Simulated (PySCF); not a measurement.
# CH6Al2Cl2O: the cost of one run

Programs: PySCF 2.14.0, with density-fitted response routines of our own. Each step states its level of theory. These are calculated values for one molecule in the gas phase, unless marked as measured. Atoms count from 0, in the outputs and in this text.

## (1) The starting structure

12 atoms, charge 0, multiplicity 1; geometry from: GFN2-xTB. The atoms were then displaced at random by about 0.01 Å, so the start is not that level's minimum.

Bonds of the start (Å): C0–O1 1.39, O1–Al2 1.63, Al2–Cl3 2.25, Cl3–Al4 2.16, Al4–Cl5 2.17, Cl5–Al2 2.22, C0–H6 1.07, C0–H7 1.10, C0–H8 1.09, Al2–H9 1.51, Al4–H10 1.54, Al4–H11 1.55.

## (2) Geometry optimisation at PBE0-D3(BJ)/def2-SVP

The job: settings as JSON, then the geometry in Å.

```
{"job": {"xc": "PBE0", "basis": "def2-SVP", "d3": "d3bj", "grid": 1, "shake": 0.01, "kind": "geom"}, "charge": 0, "multiplicity": 1}
C     -2.546550    -0.939100     0.111070
O     -1.407480    -0.145540     0.059380
Al    -0.111800     0.838600    -0.018710
Cl     1.328350     0.684690     1.703930
Al     2.915700     0.200570     0.324740
Cl     1.527740     0.144690    -1.344880
H     -2.329210    -1.920510     0.467170
H     -3.274470    -0.442090     0.774280
H     -3.005570    -0.974440    -0.872170
H     -0.288240     2.314690    -0.279610
H      3.392930    -1.231830     0.636330
H      3.838280     1.442010     0.194150
```

The run is started by

```
$ OMP_NUM_THREADS=1 python probes_run.py task.json out
```

This one command runs all jobs of the session in turn.

**Question.** How long does this first job take on 1 thread of Intel Xeon Platinum 8488C, shared host, and how much memory does it need?

About 2.7 min, with a peak of 0.55 GiB.
